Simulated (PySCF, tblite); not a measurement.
# CH7GeInO3, a small molecule taken as a stand-in for a surface group (Ge site with back bonds C, [H], [H]): infrared bands, NMR shifts, spin-spin couplings, core binding energies and electronic excitations, part 2 of 2

tblite 0.8.0 and PySCF 2.14.0. Atoms count from 0, parts from 1. Earlier steps stand in the parts before.

## 6. Indirect couplings: B3LYP/def2-TZVP+pcSseg-1+pcJ-1

Job settings and geometry (Å):

```
{"job": {"kind": "j", "xc": "B3LYP", "basis": "pcJ-1"}, "charge": 0, "multiplicity": 1}
Ge     0.163169     1.486258     0.997962
C      1.458976     1.334448    -0.447919
O     -0.599589    -0.099928     1.288696
In    -0.981511    -1.503097    -0.055310
O     -0.482112    -1.177764    -1.955983
O     -1.833300    -3.216219     0.490331
H      0.835906     1.885250     2.327930
H     -0.946692     2.502522     0.641119
H      1.858788     2.324560    -0.714310
H      2.297786     0.692102    -0.141012
H      0.985651     0.890914    -1.338264
H     -0.719083    -1.922434    -2.521380
H     -2.027562    -3.214288     1.435611
```

Method: B3LYP/pcJ-1 Ge:pcSseg-1 In:def2-TZVP indirect spin-spin coupling, non-relativistic, gas phase.

What it wrote:

```text
coarse grid: 53528 points
cycle   1  E = -2532.4475971125  dE = -3.070e+01  |g| = 2.972e+00  |ddm| = 4.474e+01
cycle   2  E = -2438.0145924091  dE =  9.443e+01  |g| = 1.362e+01  |ddm| = 7.040e+01
cycle   3  E = -2534.3760321388  dE = -9.636e+01  |g| = 1.965e+00  |ddm| = 6.955e+01
cycle   4  E = -2534.7028012447  dE = -3.268e-01  |g| = 1.524e+00  |ddm| = 2.487e+00
cycle   5  E = -2535.0960859685  dE = -3.933e-01  |g| = 2.934e-01  |ddm| = 1.135e+00
cycle   6  E = -2535.1059180655  dE = -9.832e-03  |g| = 2.460e-01  |ddm| = 4.337e-01
cycle   7  E = -2535.1173797863  dE = -1.146e-02  |g| = 7.782e-02  |ddm| = 2.265e-01
cycle   8  E = -2535.1182237311  dE = -8.439e-04  |g| = 3.194e-02  |ddm| = 8.103e-02
cycle   9  E = -2535.1184094774  dE = -1.857e-04  |g| = 9.010e-03  |ddm| = 2.664e-02
cycle  10  E = -2535.1184250974  dE = -1.562e-05  |g| = 4.514e-03  |ddm| = 1.022e-02
cycle  11  E = -2535.1184285870  dE = -3.490e-06  |g| = 1.181e-03  |ddm| = 3.750e-03
final grid: 109520 points
cycle  12  E = -2535.1184004187  dE =  5.977e-07  |g| = 2.295e-03  |ddm| = 2.833e-03
cycle  13  E = -2535.1183969633  dE =  3.455e-06  |g| = 4.910e-03  |ddm| = 4.781e-03
cycle  14  E = -2535.1184013914  dE = -4.428e-06  |g| = 4.057e-04  |ddm| = 3.255e-03
cycle  15  E = -2535.1184014289  dE = -3.753e-08  |g| = 6.463e-05  |ddm| = 3.453e-04
cycle  16  E = -2535.1184014295  dE = -5.784e-10  |g| = 2.808e-05  |ddm| = 5.666e-05
converged SCF energy = -2535.1184014295

Indirect spin-spin couplings (Hz)
  i      j    bonds     total        FC       PSO       DSO        SD
  1 C    2 O    2      1.372     0.956     0.546     0.045    -0.175
  1 C    4 O    4     -1.092    -1.123     0.077    -0.036    -0.011
  1 C    6 H    2     13.331    13.947     0.024    -0.639    -0.001
  1 C    7 H    2     14.415    15.013     0.009    -0.605    -0.002
  1 C    8 H    1    134.895   132.007     1.593     0.975     0.320
  1 C    9 H    1    135.214   132.323     1.559     1.011     0.321
  1 C   10 H    1    140.116   137.452     1.291     1.053     0.321
  1 C   11 H    5      0.527     0.480     0.269    -0.231     0.008
  2 O    4 O    2     -3.314    -1.546    -1.879    -0.008     0.120
  2 O    5 O    2     -4.281    -2.330    -2.116    -0.009     0.174
  2 O    6 H    2    -15.759   -15.963    -0.099     0.269     0.034
  2 O    7 H    2     -6.334    -6.677    -0.027     0.316     0.054
  2 O    8 H    3     -2.030    -2.414     0.013     0.377    -0.005
  2 O    9 H    3      0.136     0.058     0.025     0.049     0.004
  2 O   10 H    3     -0.135    -0.138    -0.022     0.007     0.017
  2 O   11 H    3     -0.299    -0.543     0.105     0.254    -0.115
  2 O   12 H    3      1.473     1.107     0.371    -0.096     0.091
  4 O    5 O    2     -4.100    -2.023    -2.132    -0.021     0.076
  4 O    6 H    4     -1.069    -1.274    -0.060     0.248     0.017
  4 O    7 H    4      0.232     0.158     0.025     0.039     0.009
  4 O    8 H    5     -0.370    -0.376    -0.019     0.034    -0.009
  4 O    9 H    5      0.170     0.193     0.056    -0.060    -0.019
  4 O   10 H    5     -0.905    -0.863     0.391    -0.359    -0.075
  4 O   11 H    1    -66.240   -53.166   -11.222    -0.332    -1.520
  4 O   12 H    3      0.023    -0.281     0.140     0.308    -0.144
  5 O    6 H    4     -0.162    -0.217    -0.087     0.153    -0.011
  5 O   11 H    3      1.390     0.949     0.377     0.007     0.057
  5 O   12 H    1    -64.984   -51.961   -11.178    -0.310    -1.535
  6 H    7 H    2     29.902    33.123     0.953    -4.174         -
  6 H    8 H    3     -1.738    -0.961     0.419    -1.196         -
  6 H    9 H    3      0.480     0.934     0.092    -0.546         -
  6 H   10 H    3      8.030    10.336     1.510    -3.816         -
  6 H   11 H    5     -0.605     0.215     1.116    -1.936         -
  6 H   12 H    5     -0.542    -0.211     0.286    -0.617         -
  7 H    8 H    3     -1.088    -0.629     0.161    -0.619         -
  7 H    9 H    3      8.818    11.107     1.547    -3.837         -
  7 H   10 H    3     -1.148    -0.481     0.202    -0.869         -
  7 H   11 H    5     -0.247    -0.004     0.963    -1.206         -
  7 H   12 H    5     -0.359    -0.028     0.469    -0.800         -
  8 H    9 H    2    -13.771   -14.841     2.787    -1.717         -
  8 H   10 H    2    -14.362   -15.425     2.668    -1.605         -
  8 H   11 H    6      0.199     0.244     1.134    -1.179         -
  8 H   12 H    6     -0.276    -0.009     0.774    -1.041         -
  9 H   10 H    2    -13.042   -14.144     2.538    -1.436         -
```

Run time: 3.8 min. Hardware: 1 thread of Intel Xeon at 2.50GHz, shared host; peak memory 1.1 GiB.

A choice of the couplings up to four bonds, sorted by the number of bonds; isotopes 13C, 1H, 17O:

| pair | bonds | J (Hz) | Fermi contact (Hz) | dihedral (°) |
| --- | --- | --- | --- | --- |
| C1–H10 | 1 | 140.1 | 137.5 | – |
| C1–H9 | 1 | 135.2 | 132.3 | – |
| C1–H8 | 1 | 134.9 | 132.0 | – |
| O4–H11 | 1 | -66.2 | -53.2 | – |
| O5–H12 | 1 | -65.0 | -52.0 | – |
| H6–H7 | 2 | 29.9 | 33.1 | – |
| O2–H6 | 2 | -15.8 | -16.0 | – |
| C1–H7 | 2 | 14.4 | 15.0 | – |
| H8–H10 | 2 | -14.4 | -15.4 | – |
| H8–H9 | 2 | -13.8 | -14.8 | – |
| C1–H6 | 2 | 13.3 | 13.9 | – |
| H9–H10 | 2 | -13.0 | -14.1 | – |
| O2–H7 | 2 | -6.3 | -6.7 | – |
| O2–O5 | 2 | -4.3 | -2.3 | – |
| H7–H9 | 3 | 8.8 | 11.1 | 174 |
| H6–H10 | 3 | 8.0 | 10.3 | 171 |
| O2–H8 | 3 | -2.0 | -2.4 | 174 |
| H6–H8 | 3 | -1.7 | -1.0 | -69 |
| O2–H12 | 3 | 1.5 | 1.1 | 2 |
| O5–H11 | 3 | 1.4 | 0.9 | 1 |
| H7–H10 | 3 | -1.1 | -0.5 | -66 |
| H7–H8 | 3 | -1.1 | -0.6 | 54 |
| C1–O4 | 4 | -1.1 | -1.1 | – |
| O4–H6 | 4 | -1.1 | -1.3 | – |

The spin-dipole term was solved for some atoms only; pairs without it lack that part.

The response was solved for the nuclei of C, H, O alone, so couplings that need other nuclei can be missing.

Quadrupole couplings from the field gradients of the same density:

| atom | isotope | eQq/h (MHz) | η |
| --- | --- | --- | --- |
| Ge0 | 73Ge | -61.7 | 0.12 |
| O4 | 17O | -7.921 | 0.99 |
| O5 | 17O | -7.921 | 0.99 |
| O2 | 17O | -7.016 | 0.50 |

## 7. Core-electron binding energies: SCAN, X2C

Same as in step 6 but for these lines:

```diff
@@ -1,2 +1,2 @@
-{"job": {"kind": "j", "xc": "B3LYP", "basis": "pcJ-1"}, "charge": 0, "multiplicity": 1}
+{"job": {"kind": "xps", "holes": 4}, "charge": 0, "multiplicity": 1}
 Ge     0.163169     1.486258     0.997962
```

With the program's defaults for keys left out, this is: delta-SCF UKS SCAN, pcX-2 on the ionised atom, pcseg-1 elsewhere (x2c-SVPall past Kr), spin-free X2C.

What it wrote:

```text
ground state, core basis on atom 1 (C), 185 functions
  cycle   1  E = -8242.74795466  |g| = 1.34e+00
  cycle   2  E = -8240.99179884  |g| = 3.05e+00
  cycle   3  E = -8243.09252194  |g| = 3.47e-01
  cycle   4  E = -8243.10197728  |g| = 2.93e-01
  cycle   5  E = -8243.11831665  |g| = 1.12e-01
  cycle   6  E = -8243.12107927  |g| = 1.46e-02
  cycle   7  E = -8243.12112481  |g| = 6.48e-03
  cycle   8  E = -8243.12113149  |g| = 4.60e-03
  cycle   9  E = -8243.12113508  |g| = 6.09e-04
  cycle  10  E = -8243.12113485  |g| = 1.30e-04
  E(ground) = -8242.79892482 Eh
hole in C 1s of atom 1
  cycle   1  E = -8231.88391288  |g| = 1.50e+00
  cycle   2  E = -8231.21965162  |g| = 1.80e+00
  cycle   3  E = -8232.37887355  |g| = 4.40e-01
  cycle   4  E = -8232.32162547  |g| = 5.73e-01
  cycle   5  E = -8232.45679870  |g| = 8.38e-02
  cycle   6  E = -8232.45777590  |g| = 6.89e-02
  cycle   7  E = -8232.45967208  |g| = 1.31e-02
  cycle   8  E = -8232.45968585  |g| = 1.27e-02
  cycle   9  E = -8232.45975415  |g| = 2.59e-03
  cycle  10  E = -8232.45975540  |g| = 7.71e-04
  cycle  11  E = -8232.45975747  |g| = 2.89e-04
  E(ion) = -8232.13663907 Eh   <S^2> = 0.7681   hole on atom = 1.000   binding energy = 290.136 eV
ground state, core basis on atom 2 (O), 185 functions
  cycle   1  E = -8243.14996766  |g| = 1.16e-01
  cycle   2  E = -8243.14217803  |g| = 2.12e-01
  cycle   3  E = -8243.15014456  |g| = 6.53e-02
  cycle   4  E = -8243.15093424  |g| = 1.67e-02
  cycle   5  E = -8243.15099149  |g| = 3.77e-03
  cycle   6  E = -8243.15099493  |g| = 1.03e-03
  cycle   7  E = -8243.15099369  |g| = 3.21e-04
  E(ground) = -8242.82700635 Eh
hole in O 1s of atom 2
  cycle   1  E = -8222.56694737  |g| = 2.24e+00
  cycle   2  E = -8221.74807486  |g| = 2.41e+00
  cycle   3  E = -8223.22691570  |g| = 7.16e-01
  cycle   4  E = -8223.08790395  |g| = 8.78e-01
  cycle   5  E = -8223.40753069  |g| = 2.51e-01
  cycle   6  E = -8223.42656131  |g| = 1.68e-01
  cycle   7  E = -8223.43797930  |g| = 3.21e-02
  cycle   8  E = -8223.43844072  |g| = 1.25e-02
  cycle   9  E = -8223.43852999  |g| = 2.09e-03
  cycle  10  E = -8223.43853130  |g| = 6.79e-04
  cycle  11  E = -8223.43853065  |g| = 1.90e-04
  E(ion) = -8223.11572845 Eh   <S^2> = 0.7660   hole on atom = 1.000   binding energy = 536.371 eV
ground state, core basis on atom 4 (O), 185 functions
  cycle   1  E = -8243.14789109  |g| = 1.56e-01
  cycle   2  E = -8243.12731096  |g| = 3.39e-01
  cycle   3  E = -8243.15051865  |g| = 4.80e-02
  cycle   4  E = -8243.15090578  |g| = 2.41e-02
  cycle   5  E = -8243.15101846  |g| = 3.85e-03
  cycle   6  E = -8243.15102285  |g| = 1.08e-03
  cycle   7  E = -8243.15102310  |g| = 4.45e-04
  E(ground) = -8242.82609333 Eh
hole in O 1s of atom 4
  cycle   1  E = -8222.55243169  |g| = 2.22e+00
  cycle   2  E = -8220.03164667  |g| = 2.75e+00
  cycle   3  E = -8222.81030788  |g| = 1.10e+00
  cycle   4  E = -8222.96270166  |g| = 9.98e-01
  cycle   5  E = -8223.33855617  |g| = 3.48e-01
  cycle   6  E = -8223.35611885  |g| = 2.99e-01
  cycle   7  E = -8223.39450978  |g| = 2.98e-02
  cycle   8  E = -8223.39489441  |g| = 1.10e-02
  cycle   9  E = -8223.39495204  |g| = 3.98e-03
  cycle  10  E = -8223.39496048  |g| = 1.36e-03
  cycle  11  E = -8223.39496252  |g| = 4.11e-04
  E(ion) = -8223.07139288 Eh   <S^2> = 0.7642   hole on atom = 1.000   binding energy = 537.553 eV
ground state, core basis on atom 5 (O), 185 functions
  cycle   1  E = -8243.15001416  |g| = 1.19e-01
  cycle   2  E = -8243.14308462  |g| = 1.99e-01
  cycle   3  E = -8243.15049366  |g| = 5.87e-02
  cycle   4  E = -8243.15114728  |g| = 1.51e-02
  cycle   5  E = -8243.15119296  |g| = 3.26e-03
  cycle   6  E = -8243.15119428  |g| = 1.44e-03
  cycle   7  E = -8243.15119455  |g| = 2.84e-04
  E(ground) = -8242.82639497 Eh
hole in O 1s of atom 5
  cycle   1  E = -8222.55270150  |g| = 2.22e+00
  cycle   2  E = -8219.92781626  |g| = 2.72e+00
  cycle   3  E = -8223.01734520  |g| = 8.35e-01
  cycle   4  E = -8223.11709633  |g| = 8.04e-01
  cycle   5  E = -8223.35715595  |g| = 2.94e-01
  cycle   6  E = -8223.38831796  |g| = 1.26e-01
  cycle   7  E = -8223.39170925  |g| = 9.47e-02
  cycle   8  E = -8223.39565957  |g| = 2.17e-02
  cycle   9  E = -8223.39588406  |g| = 4.82e-03
  cycle  10  E = -8223.39590207  |g| = 1.20e-03
  cycle  11  E = -8223.39590151  |g| = 3.74e-04
  E(ion) = -8223.07241757 Eh   <S^2> = 0.7638   hole on atom = 1.000   binding energy = 537.533 eV
```

Wall time 1.9 min (1 thread of Intel Xeon at 2.50GHz, shared host); peak memory 0.69 GiB.

Atoms past Kr, which the light-atom basis doesn't hold, take an all-electron relativistic set.

The holes in one table. −ε is the ground-state orbital energy:

| hole | stands for | environment | ΔSCF (eV) | −ε (eV) | ⟨S²⟩ |
| --- | --- | --- | --- | --- | --- |
| C1s on C1 | C1 | carbon bonded to Ge, 3 H | 290.14 | 273.4 | 0.768 |
| O1s on O2 | O2 | oxygen bonded to Ge, In | 536.37 | 516.1 | 0.766 |
| O1s on O4 | O4 | oxygen bonded to In, H | 537.55 | 516.5 | 0.764 |
| O1s on O5 | O5 | oxygen bonded to In, H | 537.53 | 516.5 | 0.764 |

## 8. Excited states and response: wB97X-D/def2-SVP

Same as in step 7 but for these lines:

```diff
@@ -1,2 +1,2 @@
-{"job": {"kind": "xps", "holes": 4}, "charge": 0, "multiplicity": 1}
+{"job": {"kind": "uv", "xc": "wB97X-D", "basis": "def2-SVP", "nstates": 6, "ntriplets": 2, "ip": true}, "charge": 0, "multiplicity": 1}
 Ge     0.163169     1.486258     0.997962
```

Method: TDDFT wB97X-D/def2-SVP, vertical, gas phase, core orbitals frozen in the response.

What it wrote:

```text
coarse grid: 53528 points
cycle   1  E = -2532.5025643440  dE = -1.976e+01  |g| = 2.411e+00  |ddm| = 1.281e+01
cycle   2  E = -2506.3474600138  dE =  2.616e+01  |g| = 8.573e+00  |ddm| = 2.338e+01
cycle   3  E = -2534.4830460616  dE = -2.814e+01  |g| = 1.076e+00  |ddm| = 2.231e+01
cycle   4  E = -2534.5927445414  dE = -1.097e-01  |g| = 8.687e-01  |ddm| = 1.450e+00
cycle   5  E = -2534.7373220359  dE = -1.446e-01  |g| = 1.280e-01  |ddm| = 5.873e-01
cycle   6  E = -2534.7429455284  dE = -5.623e-03  |g| = 6.158e-02  |ddm| = 2.139e-01
cycle   7  E = -2534.7438257654  dE = -8.802e-04  |g| = 2.548e-02  |ddm| = 7.386e-02
cycle   8  E = -2534.7439612647  dE = -1.355e-04  |g| = 7.391e-03  |ddm| = 2.915e-02
cycle   9  E = -2534.7439732414  dE = -1.198e-05  |g| = 3.440e-03  |ddm| = 8.977e-03
cycle  10  E = -2534.7439759091  dE = -2.668e-06  |g| = 8.872e-04  |ddm| = 3.416e-03
final grid: 109520 points
cycle  11  E = -2534.7455688480  dE = -9.645e-06  |g| = 2.180e-03  |ddm| = 7.529e-03
cycle  12  E = -2534.7455685764  dE =  2.716e-07  |g| = 2.565e-03  |ddm| = 3.430e-03
cycle  13  E = -2534.7455697823  dE = -1.206e-06  |g| = 2.530e-04  |ddm| = 1.957e-03
cycle  14  E = -2534.7455697949  dE = -1.260e-08  |g| = 6.294e-05  |ddm| = 2.701e-04
cycle  15  E = -2534.7455697962  dE = -1.348e-09  |g| = 6.146e-05  |ddm| = 1.255e-04
cycle  16  E = -2534.7455697971  dE = -9.049e-10  |g| = 8.054e-06  |ddm| = 6.211e-05
converged SCF energy = -2534.7455697971

Static polarisability (au): isotropic 73.314, principal 58.144 73.524 88.273

Singlet excitations
state   eV       nm        f      main configurations
  1   5.0242    246.8   0.00071   H->L 0.80
  2   5.1784    239.4   0.00018   H-2->L 0.95
  3   5.5425    223.7   0.04054   H-1->L 0.78
  4   5.8962    210.3   0.06567   H-4->L 0.83
  5   6.1527    201.5   0.10011   H-3->L 0.70, H-2->L+1 0.18
  6   6.6181    187.3   0.00358   H-5->L 0.45, H->L+1 0.23

Triplet excitations (Tamm-Dancoff, eV): 4.6842 4.7909
Vertical ionisation energy (delta-SCF) = 9.9606 eV
Vertical electron affinity (delta-SCF) = -0.1300 eV
```

It took 7.1 min on 1 thread of Intel Xeon at 2.50GHz, shared host; peak memory 0.84 GiB.

The orbitals next to the gap, with their largest atomic shares:

```
orbital      eV                        atoms
 HOMO−3  -10.73    O5 44 %, O4 29 %, In3 9 %
 HOMO−2  -10.35    O5 47 %, O4 45 %, In3 5 %
 HOMO−1   -9.96   O2 45 %, Ge0 15 %, H6 14 %
   HOMO   -9.78   O2 50 %, C1 13 %, Ge0 13 %
   LUMO   -0.08   In3 54 %, O5 11 %, O4 10 %
 LUMO+1    1.23     In3 84 %, O5 5 %, O4 5 %
 LUMO+2    2.78  In3 49 %, Ge0 25 %, H11 9 %
```

With each of the 6 states as a Gaussian band of 0.4 eV half-width at 1/e, the curve within the window shown has maxima at 206 nm (ε 6,500) L/(mol cm). Beyond the last state computed it falls off for lack of states. The curve at chosen wavelengths:

```json
{"nm": "179", "ε (L/mol/cm)": "191"}
{"nm": "183", "ε (L/mol/cm)": "533"}
{"nm": "187", "ε (L/mol/cm)": "1265"}
{"nm": "191", "ε (L/mol/cm)": "2485"}
{"nm": "195", "ε (L/mol/cm)": "4019"}
{"nm": "199", "ε (L/mol/cm)": "5434"}
{"nm": "203", "ε (L/mol/cm)": "6293"}
{"nm": "207", "ε (L/mol/cm)": "6423"}
{"nm": "211", "ε (L/mol/cm)": "5952"}
{"nm": "215", "ε (L/mol/cm)": "5146"}
{"nm": "219", "ε (L/mol/cm)": "4238"}
{"nm": "223", "ε (L/mol/cm)": "3362"}
{"nm": "227", "ε (L/mol/cm)": "2572"}
{"nm": "232", "ε (L/mol/cm)": "1736"}
{"nm": "236", "ε (L/mol/cm)": "1203"}
{"nm": "240", "ε (L/mol/cm)": "795"}
{"nm": "244", "ε (L/mol/cm)": "501"}
{"nm": "248", "ε (L/mol/cm)": "304"}
{"nm": "252", "ε (L/mol/cm)": "179"}
{"nm": "256", "ε (L/mol/cm)": "104"}
{"nm": "260", "ε (L/mol/cm)": "60"}
{"nm": "264", "ε (L/mol/cm)": "34"}
{"nm": "268", "ε (L/mol/cm)": "20"}
{"nm": "272", "ε (L/mol/cm)": "12"}
{"nm": "276", "ε (L/mol/cm)": "7"}
{"nm": "280", "ε (L/mol/cm)": "4"}
```

Ground-state properties from the same run:

```
           property  computed
  dipole moment (D)      0.44
polarisability (Å³)     10.86
 HOMO–LUMO gap (eV)      9.70
      −ε(HOMO) (eV)      9.78
```

## 9. Ultraviolet spectrum: BP86/def2-SVP+6-31+G*

Same as in step 8 but for these lines:

```diff
@@ -1,2 +1,2 @@
-{"job": {"kind": "uv", "xc": "wB97X-D", "basis": "def2-SVP", "nstates": 6, "ntriplets": 2, "ip": true}, "charge": 0, "multiplicity": 1}
+{"job": {"kind": "uv", "xc": "BP86", "basis": {"default": "6-31+G*", "Ge": "def2-SVP", "In": "def2-SVP"}, "nstates": 1, "ntriplets": 4, "tda": true, "scf": {"guess": "minao"}}, "charge": 0, "multiplicity": 1}
 Ge     0.163169     1.486258     0.997962
```

With the program's defaults for keys left out, this is: TDA BP86/6-31+G* Ge:def2-SVP In:def2-SVP, vertical, gas phase, core orbitals frozen in the response.

What it wrote:

```text
final grid: 109520 points
cycle   1  E = -2529.7709576434  dE = -1.611e+01  |g| = 3.314e+00  |ddm| = 1.380e+01
cycle   2  E = -2386.3758675459  dE =  1.434e+02  |g| = 1.323e+01  |ddm| = 1.236e+02
cycle   3  E = -2532.5788950074  dE = -1.462e+02  |g| = 3.177e+00  |ddm| = 1.222e+02
cycle   4  E = -2534.5783375199  dE = -1.999e+00  |g| = 1.767e+00  |ddm| = 6.125e+00
cycle   5  E = -2534.9941552899  dE = -4.158e-01  |g| = 1.205e+00  |ddm| = 2.494e+00
cycle   6  E = -2535.2166652235  dE = -2.225e-01  |g| = 5.993e-01  |ddm| = 1.327e+00
cycle   7  E = -2535.2878505410  dE = -7.119e-02  |g| = 2.003e-01  |ddm| = 6.781e-01
cycle   8  E = -2535.2959253353  dE = -8.075e-03  |g| = 1.075e-01  |ddm| = 3.064e-01
cycle   9  E = -2535.2977216831  dE = -1.796e-03  |g| = 5.022e-02  |ddm| = 1.168e-01
cycle  10  E = -2535.2981361312  dE = -4.144e-04  |g| = 3.012e-02  |ddm| = 6.803e-02
cycle  11  E = -2535.2983202520  dE = -1.841e-04  |g| = 3.861e-03  |ddm| = 2.577e-02
cycle  12  E = -2535.2983237084  dE = -3.456e-06  |g| = 1.346e-03  |ddm| = 5.629e-03
cycle  13  E = -2535.2983240937  dE = -3.853e-07  |g| = 1.783e-04  |ddm| = 1.424e-03
cycle  14  E = -2535.2983241011  dE = -7.371e-09  |g| = 3.142e-05  |ddm| = 2.903e-04
cycle  15  E = -2535.2983241013  dE = -2.065e-10  |g| = 2.104e-05  |ddm| = 6.835e-05
converged SCF energy = -2535.2983241013

Static polarisability (au): isotropic 86.635, principal 67.272 86.828 105.805

Singlet excitations
state   eV       nm        f      main configurations
  1   3.7010    335.0   0.00273   H->L 0.99

Triplet excitations (Tamm-Dancoff, eV): 3.4491 3.6804 3.8230 4.2400
```

Wall time 77 s (1 thread of Intel Xeon at 2.50GHz, shared host); peak memory 0.63 GiB.

In short: HOMO -6.71 eV, LUMO -3.12 eV; lowest singlet 3.70 eV.

## 10. Side by side: electronic excitations

Excitations and ground-state properties, with basis size and wall time:

```
                  run  lowest singlet (eV)  brightest (eV)      f  gap (eV)  α (Å³)  μ (D)  functions     time
     wB97X-D/def2-SVP                 5.02            6.15  0.100      9.70   10.86   0.44        149  7.1 min
BP86/def2-SVP+6-31+G*                 3.70            3.70  0.003      3.59   12.84   0.31        144     77 s
```

## 11. Results

What follows sums up all 2 parts.

| quantity | value |
| --- | --- |
| strongest single infrared mode (GFN2-xTB) | 1925 cm⁻¹ |
| point group | C1 |
| rotational constants (main isotopes) | 3.12, 0.64, 0.55 GHz |
| 13C shifts against TMS (PBE0/def2-SVP+pcSseg-1) | 3.3 ppm |
| 1H shifts against TMS (PBE0/def2-SVP+pcSseg-1) | 5.35, 5.29, 1.86, 1.72, 1.28, 0.57, 0.27 ppm |
| 73Ge shifts against GeMe4 (PBE0/def2-SVP+pcSseg-1) | 17 ppm |
| 17O shifts against H2O (PBE0/def2-SVP+pcSseg-1) | 56.0, 40.1, 37.3 ppm |
| largest coupling of the table (B3LYP/def2-TZVP+pcSseg-1+pcJ-1) | 1J(C,H) C1–H10, 140.1 Hz |
| O1s binding energies, SCAN/pcX-2 | O4 537.55, O5 537.53, O2 536.37 eV |
| C1s binding energies, SCAN/pcX-2 | C1 290.14 eV |
| lowest singlet (wB97X-D/def2-SVP) | 5.02 eV (247 nm), f = 0.001 |
| brightest single state of those computed | state 5, 6.15 eV, f = 0.100 |
| lowest triplet | 4.68 eV |
| vertical ionisation energy (ΔSCF) | 9.96 eV |
| vertical electron affinity (ΔSCF) | -0.13 eV (unbound: the value hangs on the basis) |
| range of the lowest singlet | 3.70 to 5.02 eV |

**Reading.** No mode is imaginary at GFN2-xTB; the softest lies at 23 cm⁻¹. Relaxing lowered the energy by 0.238 eV in 5 steps; the close pair that moved most is O2–In3, from 1.918 to 1.980 Å (PBE0/def2-SVP). At PBE0/def2-SVP+pcSseg-1: Shielding is most anisotropic at Ge0 (span 353 ppm, paramagnetic term -1442 ppm). Of the pairs tabulated at B3LYP/def2-TZVP+pcSseg-1+pcJ-1, C1–H10 couples most strongly (140.1 Hz; Fermi contact 137.5 Hz). Couplings across rotatable bonds belong to this one conformer; where others are populated, the observed values are averages. The lowest singlet, at 5.02 eV, is HOMO→LUMO 0.80 and is dark; of the 6 states computed, the strongest absorption comes from state 5 at 6.15 eV. The lowest triplet lies 0.34 eV below the lowest singlet (triplets in Tamm-Dancoff, singlets in full TDDFT). Spin-orbit coupling, left out, mixes singlets and triplets in elements this heavy. The lowest singlet runs from 3.70 eV (BP86/def2-SVP+6-31+G*) to 5.02 eV (wB97X-D/def2-SVP), while the orbital gap spans 3.59 to 9.70 eV. The lowest state need not be the same one in every run. The runs solved for a few states only, so the brightest column depends on that window. Spin-orbit coupling is left out, which matters for shieldings and couplings at and beside the heavy atoms. A capped cluster stands for the solid here, so long-range fields and strain are missing, and bands or shifts of the capping hydrogens have no counterpart in it.
